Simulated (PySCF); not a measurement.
# C2H6Cl2Te: the cost of one run

Programs: PySCF 2.14.0, with routines of our own; each step states its level. All values are computed. Atoms count from 0.

## 1. The starting structure

11 atoms, charge 0, multiplicity 1; geometry from: GFN2-xTB.

## 2. Optimising the geometry at PBE0-D3(BJ)/def2-SVP

What the job is given:

```
{"job": {"xc": "PBE0", "basis": "def2-SVP", "d3": "d3bj", "grid": 1, "maxiter": 30, "shake": 0.01, "kind": "geom"}, "charge": 0, "multiplicity": 1}
C      1.550330    -0.397230     0.318540
Te     0.050660     1.162000     0.236750
C     -1.571330    -0.076410    -0.417130
Cl     0.631150     1.407640    -2.167220
Cl    -0.513780     0.510210     2.549370
H      1.150400    -1.167770     0.938240
H      2.439440     0.044650     0.750080
H      1.742560    -0.707920    -0.699460
H     -2.288550     0.563450    -0.872550
H     -1.987540    -0.572160     0.460580
H     -1.165220    -0.792300    -1.112860
```

The run is started by

```console
$ OMP_NUM_THREADS=1 python heavy_run.py task.json out
```

The driver reads the jobs from task.json and runs them one after another.

**Question.** How long does this first job take on 1 thread of Arm Neoverse V2, shared host, and how much memory does it need?

About 33 s, with a peak of 0.53 GiB.
